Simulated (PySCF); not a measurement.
# Changing the system itself: GaO⁺ (triplet)

One physical setting of the base script is moved in each run, with the edits that it forces.

Program: PySCF 2.14.0. Level of theory: each script names its method and basis. These are calculated values, not measurements.

2 further runs of the same task are left out: 2 that didn't finish.

## Step 1: Where the work starts

GaO⁺ (triplet): 2 atoms, charge 1, spin multiplicity 3.

Bond lengths: Ga1–O2 1.905 Å.

## Step 2: The run that the others are compared with

File input.py:

```python
from pyscf import gto, scf
from pyscf.hessian import thermo

mol = gto.M(
    atom='Ga 0 0 0; O 0 0 1.905',
    basis='cc-pvdz-dk',
    charge=1,
    spin=2,
    verbose=4,
)
mf = scf.UHF(mol)
mf = mf.sfx2c1e()
mf.kernel()
hess = mf.Hessian().kernel()
print('wavenumber (cm^-1) =', thermo.harmonic_analysis(mol, hess)['freq_wavenumber'].round(1))
mf.dip_moment()
print('orbital energies (hartree):', [e[max(0, n-3):n+3].round(4) for e, n in zip(mf.mo_energy, mol.nelec)])
```

Launch:

```console
$ OMP_NUM_THREADS=1 python input.py
```

Its log is not repeated here.

In short: E(SCF) = -2016.703616 Eh, 13 cycles, ⟨S²⟩ = 2.078, wavenumbers 254 cm⁻¹.

The bond length is a typed value, not an optimised one, so the wavenumber is not that of the minimum. The dipole of an ion depends on the origin. The triplet is typed in the script; nothing here shows that it is the ground state.

## Step 3: Bond 1.676 Å

Variant 1 changes bond length: 1.905 Å → 1.676 Å.

File input.py:

```python
from pyscf import gto, scf
from pyscf.hessian import thermo

mol = gto.M(
    atom='Ga 0 0 0; O 0 0 1.676',
    basis='cc-pvdz-dk',
    charge=1,
    spin=2,
    verbose=4,
)
mf = scf.UHF(mol)
mf = mf.sfx2c1e()
mf.kernel()
hess = mf.Hessian().kernel()
print('wavenumber (cm^-1) =', thermo.harmonic_analysis(mol, hess)['freq_wavenumber'].round(1))
mf.dip_moment()
print('orbital energies (hartree):', [e[max(0, n-3):n+3].round(4) for e, n in zip(mf.mo_energy, mol.nelec)])
```

Launch:

```console
$ OMP_NUM_THREADS=1 python input.py
```

## Step 4: Bond 1.772 Å

Variant 2 changes bond length: 1.905 Å → 1.772 Å.

Edit input.py of step 2 so:

```diff
@@ -4,3 +4,3 @@
 mol = gto.M(
-    atom='Ga 0 0 0; O 0 0 1.905',
+    atom='Ga 0 0 0; O 0 0 1.772',
     basis='cc-pvdz-dk',
```

## Step 5: Electric field 0.05 a.u.

Variant 3 changes electric field: none → 0.05 a.u.; step after the SCF: frequency → analyze.

File input.py:

```python
from pyscf import gto, scf

mol = gto.M(
    atom='Ga 0 0 0; O 0 0 1.905',
    basis='cc-pvdz-dk',
    charge=1,
    spin=2,
    verbose=4,
)
mf = scf.UHF(mol)
mf = mf.sfx2c1e()
field = 0.05  # electric field along z, atomic units
h = mf.get_hcore() + field*mol.intor('int1e_r')[2]
mf.get_hcore = lambda *args: h
e_nuc = mol.energy_nuc() - field*mol.atom_charges() @ mol.atom_coords()[:, 2]
mf.energy_nuc = lambda *args: e_nuc
mf.kernel()
mf.analyze()
print('orbital energies (hartree):', [e[max(0, n-3):n+3].round(4) for e, n in zip(mf.mo_energy, mol.nelec)])
```

**Question.** What will these runs give? Wanted: for each run, E(SCF); from base; gap, α spin; after the SCF.

As calculated:

```tsv
run	E(SCF) (hartree)	from base (eV)	cycles	gap, α spin (eV)	after the SCF
base	-2016.703616	0	13	13.32	highest mode 254 cm⁻¹
bond 1.676 Å	-2016.679097	+0.6672	12	13.41	highest mode 867 cm⁻¹
bond 1.772 Å	-2016.692167	+0.3116	12	13.41	highest mode 500 cm⁻¹
electric field 0.05 a.u.	-2016.758370	not comparable	12	13.08	n/a
```

What this shows: Of the runs whose energies can be compared, “bond 1.676 Å” moves the SCF energy most (+0.667 eV).
